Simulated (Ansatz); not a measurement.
I need a rigid torsion scan of FH7OSi3, SMILES O[Si](F)([SiH3])[SiH3]. Use the Python package of Ansatz (0.2.0). Level of theory (for the species named): r2SCAN, def2-SVP basis, multiplicity 1.

| atom | x (Å) | y (Å) | z (Å) |
| --- | --- | --- | --- |
| O | 0.3658 | 2.0465 | 0.6796 |
| Si | 0.4735 | 0.4300 | 0.6595 |
| F | 1.4365 | 0.0370 | 1.8424 |
| Si | -1.4932 | -0.6243 | 0.8873 |
| Si | 1.2746 | -0.3582 | -1.3886 |
| H | -0.2583 | 2.5064 | -0.0058 |
| H | -1.3930 | -2.1116 | 0.8249 |
| H | -2.4287 | -0.1855 | -0.2206 |
| H | -2.2241 | -0.2571 | 2.2169 |
| H | 2.6176 | 0.2114 | -1.6593 |
| H | 1.3428 | -1.8363 | -1.3660 |
| H | 0.3636 | 0.0864 | -2.4364 |

Script `torsion.py`:
```python
"""Rigid torsion scan of FH7OSi3."""

import ansatz as az
from ase import Atoms

atoms = Atoms(["O", "Si", "F", "Si", "Si", "H", "H", "H", "H", "H", "H", "H"], positions=[
    (0.3658, 2.0465, 0.6796),
    (0.4735, 0.43, 0.6595),
    (1.4365, 0.037, 1.8424),
    (-1.4932, -0.6243, 0.8873),
    (1.2746, -0.3582, -1.3886),
    (-0.2583, 2.5064, -0.0058),
    (-1.393, -2.1116, 0.8249),
    (-2.4287, -0.1855, -0.2206),
    (-2.2241, -0.2571, 2.2169),
    (2.6176, 0.2114, -1.6593),
    (1.3428, -1.8363, -1.366),
    (0.3636, 0.0864, -2.4364),
])

# relax first, so that the scan starts from a minimum
first = (
    az.Crystal.molecule_from_ase(atoms).calculation()
    .basis(gaussian="def2-SVP")
    .functional("r2scan")
    .relax(force_tolerance=0.02, max_steps=80)
)
atoms.positions = first.run(threads=1).report["positions_ang"]

start = atoms.get_dihedral(0, 1, 4, 9)
energies = {}
for turn in range(0, 121, 15):
    turned = atoms.copy()
    turned.set_dihedral(0, 1, 4, 9, start + turn, indices=[4, 9, 10, 11])
    model = az.Crystal.molecule_from_ase(turned).calculation()
    model = model.basis(gaussian="def2-SVP").functional("r2scan")
    energies[round((start + turn) % 360)] = model.run(threads=1).report["free_energy_ev"]
floor = min(energies.values())
print("dihedral O0-Si1-Si4-H9 (deg)   E - E(min) (eV)")
for angle, e in sorted(energies.items()):
    print(f"{angle:8d} {(e - floor):14.3f}  " + "#" * int(30 * (e - floor) / max(max(energies.values()) - floor, 1e-9)))
```

```console
$ python torsion.py
dihedral O0-Si1-Si4-H9 (deg)   E - E(min) (eV)
      58          0.000
      73          0.007  ####
      88          0.024  ###############
     103          0.040  #########################
     118          0.046  ##############################
     133          0.040  #########################
     148          0.024  ###############
     163          0.009  #####
     178          0.003  ##
```

The scan is rigid and the energies are electronic, in a modest basis. With rigid groups the curve can differ much from the relaxed path, the start wasn't checked as a minimum of this torsion, and equivalent turns needn't return to the same energy. Hardware and time: 3.5 min on 1 thread of Arm Neoverse V1 (shared host), peak memory 0.26 GiB.
